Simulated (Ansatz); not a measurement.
# C2H7BClGa: small, medium and large basis sets

How large a basis does C2H7BClGa need? Two functionals are run in growing sets.

Program: Ansatz 0.2.0, Gaussian basis. Level of theory: one geometry, several basis sets. These are calculated values, not measurements.

Plan: PBE0-D4/def2-SVP; ωB97M-V/def2-SVP; PBE0-D4/def2-QZVPP; ωB97M-V/def2-QZVPP; the functionals' def2-TZVPP values are taken from earlier runs.

## Step 1: Structure used throughout

All runs share one geometry, relaxed beforehand with PBE0-D4 in a triple-zeta def2 set.

SMILES `[CH3][Ga]([CH3])[BH]Cl`, 12 atoms, charge 0, spin multiplicity 1.

Atoms are counted from 1 here; the program's logs count them from 0.

Bond lengths: C1–Ga2 1.979 Å, C1–H6 1.095 Å, C1–H7 1.092 Å, C1–H8 1.091 Å, Ga2–C3 1.978 Å, Ga2–B4 2.094 Å, C3–H9 1.091 Å, C3–H10 1.092 Å, C3–H11 1.095 Å, B4–Cl5 1.755 Å, B4–H12 1.197 Å. Angles: Ga2–C1–H6 109.1°, Ga2–C1–H7 111.8°, Ga2–C1–H8 111.9°, H6–C1–H7 106.9°, H6–C1–H8 108.0°, H7–C1–H8 109.0°, C1–Ga2–C3 117.7°, C1–Ga2–B4 120.6°, C3–Ga2–B4 121.7°, Ga2–C3–H9 113.2°, Ga2–C3–H10 110.8°, Ga2–C3–H11 108.7°, H9–C3–H10 109.1°, H9–C3–H11 107.7°, H10–C3–H11 107.1°, Ga2–B4–Cl5 119.0°, Ga2–B4–H12 127.3°, Cl5–B4–H12 113.8°.

Geometry (Å):

```mol
C2H7BClGa
  3D, bonds by distance, orders not assigned

 12 11  0  0  0  0  0  0  0  0999 V2000
   -1.6374   -0.9391   -0.2418 C   0  0
    0.0599    0.0689   -0.1074 Ga  0  0
    1.4197   -0.5862    1.1706 C   0  0
    0.3743    1.7873   -1.2617 B   0  0
   -0.1228    3.3445   -0.6215 Cl  0  0
   -2.4330   -0.3660    0.2452 H   0  0
   -1.9416   -1.0844   -1.2808 H   0  0
   -1.5737   -1.9118    0.2487 H   0  0
    2.1413    0.1785    1.4605 H   0  0
    0.9454   -0.9889    2.0686 H   0  0
    1.9737   -1.4074    0.7030 H   0  0
    0.8710    1.8493   -2.3494 H   0  0
  1  2  8  0
  2  3  8  0
  2  4  8  0
  4  5  8  0
  1  6  8  0
  1  7  8  0
  1  8  8  0
  3  9  8  0
  3 10  8  0
  3 11  8  0
  4 12  8  0
M  END
```

## Step 2: PBE0-D4 in def2-SVP

in.yaml reads:

```yaml
crystal:
  periodic: [false, false, false]
  atoms:
    - {symbol: C, position_ang: [-1.637402, -0.939107, -0.241836]}
    - {symbol: Ga, position_ang: [0.059893, 0.068910, -0.107408]}
    - {symbol: C, position_ang: [1.419708, -0.586183, 1.170650]}
    - {symbol: B, position_ang: [0.374256, 1.787337, -1.261674]}
    - {symbol: Cl, position_ang: [-0.122831, 3.344529, -0.621501]}
    - {symbol: H, position_ang: [-2.433027, -0.365953, 0.245199]}
    - {symbol: H, position_ang: [-1.941566, -1.084373, -1.280805]}
    - {symbol: H, position_ang: [-1.573655, -1.911802, 0.248714]}
    - {symbol: H, position_ang: [2.141321, 0.178455, 1.460528]}
    - {symbol: H, position_ang: [0.945358, -0.988864, 2.068639]}
    - {symbol: H, position_ang: [1.973723, -1.407389, 0.703008]}
    - {symbol: H, position_ang: [0.871023, 1.849340, -2.349414]}
basis:
  gaussian: {orbitals: def2-SVP}
hamiltonian: {xc: pbe0, dispersion: d4}
output: {orbitals: {seedname: orbitals}}
```

After this run come: ωB97M-V in def2-SVP; PBE0-D4 in def2-QZVPP; ωB97M-V in def2-QZVPP.

Before running them: what should the planned runs give, taken together? Wanted: PBE0-D4: double and triple zeta above quadruple; ωB97M-V: double and triple zeta above quadruple.

**Answer**, as computed:

| quantity | value |
| --- | --- |
| PBE0-D4: double and triple zeta above quadruple | 15.89, 1.71 eV |
| ωB97M-V: double and triple zeta above quadruple | 15.97, 1.66 eV |

**Reading.** For PBE0-D4 the step from double to triple zeta gains 14.18 eV and the next only 1.71 eV. Total energies overstate the basis error of differences, where much of it tends to cancel.
